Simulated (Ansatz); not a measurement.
# C2H9OPSi: the cost of one run

Program: Ansatz 0.2.0. Level of theory: RKS revPBE/STO-3G. These are calculated values, not measurements.

**1. Starting point**

Bond lengths: C1–O2 1.368 Å, O2–C3 1.418 Å, C3–Si4 1.926 Å, Si4–P5 2.169 Å, C1–H6 1.090 Å, C1–H7 1.134 Å, C1–H8 1.078 Å, C3–H9 1.060 Å, C3–H10 1.142 Å, Si4–H11 1.514 Å, Si4–H12 1.491 Å, P5–H13 1.400 Å, P5–H14 1.380 Å. Angles (14 of 22 angles, heavy atoms first): C1–O2–C3 111.1°, O2–C3–Si4 118.1°, C3–Si4–P5 111.4°, O2–C1–H6 116.1°, O2–C1–H7 111.0°, O2–C1–H8 110.9°, O2–C3–H9 110.6°, O2–C3–H10 107.5°, Si4–C3–H9 109.5°, Si4–C3–H10 104.5°, C3–Si4–H11 107.1°, C3–Si4–H12 110.5°, P5–Si4–H11 109.6°, P5–Si4–H12 109.6°.

Coordinates:

```xyz
14

C    -2.1663    1.0434    1.0848
O    -1.5267   -0.0662    0.6043
C    -0.2887    0.2779    0.0038
Si    0.8247   -1.1469   -0.6584
P     2.6889   -0.3850   -1.4639
H    -1.6311    1.6138    1.8442
H    -2.3968    1.7743    0.2486
H    -3.1259    0.7830    1.5015
H    -0.4320    0.9985   -0.7604
H     0.3474    0.7914    0.8006
H     0.0471   -1.8460   -1.7533
H     1.1120   -2.1313    0.4243
H     3.2552   -0.1149   -0.2119
H     3.2791   -1.6211   -1.6356
```

**2. End point A**

File input.yaml:

```yaml
crystal:
  periodic: [false, false, false]
  atoms:
    - { symbol: C, position_ang: [-2.1663, 1.0434, 1.0848] }
    - { symbol: O, position_ang: [-1.5267, -0.0662, 0.6043] }
    - { symbol: C, position_ang: [-0.2887, 0.2779, 0.0038] }
    - { symbol: Si, position_ang: [0.8247, -1.1469, -0.6584] }
    - { symbol: P, position_ang: [2.6889, -0.385, -1.4639] }
    - { symbol: H, position_ang: [-1.6311, 1.6138, 1.8442] }
    - { symbol: H, position_ang: [-2.3968, 1.7743, 0.2486] }
    - { symbol: H, position_ang: [-3.1259, 0.783, 1.5015] }
    - { symbol: H, position_ang: [-0.432, 0.9985, -0.7604] }
    - { symbol: H, position_ang: [0.3474, 0.7914, 0.8006] }
    - { symbol: H, position_ang: [0.0471, -1.846, -1.7533] }
    - { symbol: H, position_ang: [1.112, -2.1313, 0.4243] }
    - { symbol: H, position_ang: [3.2552, -0.1149, -0.2119] }
    - { symbol: H, position_ang: [3.2791, -1.6211, -1.6356] }
basis:
  gaussian: { orbitals: STO-3G }
hamiltonian:
  xc: revpbe
relax:
  f_tol: 0.015
  max_steps: 40
```

Run with:

```sh
ansatz run input.yaml --threads 1 --pin off --max-ram 2048MiB --backend cpu --events-out ev --progress --plain --runs-dir out
```

Q: Estimate wall time and peak memory on 1 thread of Arm Neoverse V2, shared host.

About 26 s, with a peak of 0.15 GiB.
